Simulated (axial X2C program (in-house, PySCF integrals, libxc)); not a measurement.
# Linear MoNC⁻ at several levels

One table from this session's results is given with a row withheld; the runs are named, their logs left out.

The runs use an in-house X2C program for linear molecules on PySCF integrals; all-electron X2C, two-component (2c) or spin-free, Mo dyall-v3z, N dyall-av3z, C dyall-v3z.

All values are calculated.

2 further runs of the same task are left out: 2 set aside as unsound or not needed.

The first run:

task.json reads:

```json
{"zs": [42, 7, 6], "q": -1, "bas": ["dyall-v3z", "dyall-av3z", "dyall-v3z"], "r0": [2.04, 1.17], "symm": 0, "scan": ["PBE0", "HF", "r2SCAN"], "levels": ["PBE0", "HF", "TPSSh"], "nst": 2}
```

Keys: zs atomic numbers; q charge; bas basis sets; r0 starting distance in Å; symm equal bonds; scan levels of the two-bond scan; levels methods; nst determinants followed.

On the command line:

```console
python solin.py task.json out
```

Masses Mo 97.905, N 14.003, C 12.000 u.

Steps of the session up to this table: Scan at PBE0, 2c; Scan at r2SCAN, 2c; Scan at PBE0, spin-free.

One of the session's tables, all rows but one given; the rest of the session is left out.

```
            level  lower stretch (cm⁻¹)  upper stretch (cm⁻¹)
         PBE0, 2c                 291.0                2130.7
       r2SCAN, 2c                     ?                     ?
  PBE0, spin-free                 291.3                2130.5
r2SCAN, spin-free                 287.0                2084.0
```

Estimate the missing values for r2SCAN, 2c.

The run gave: lower stretch (cm⁻¹): 286.5; upper stretch (cm⁻¹): 2084.2. In the column «lower stretch (cm⁻¹)» it is the lowest.

Scans not shown above were run alike.

Limits of these values: For an anion the highest level of a functional can be positive, and the basis then holds the extra electron. The molecule was held linear; bending was not examined, so a bent shape may lie lower.
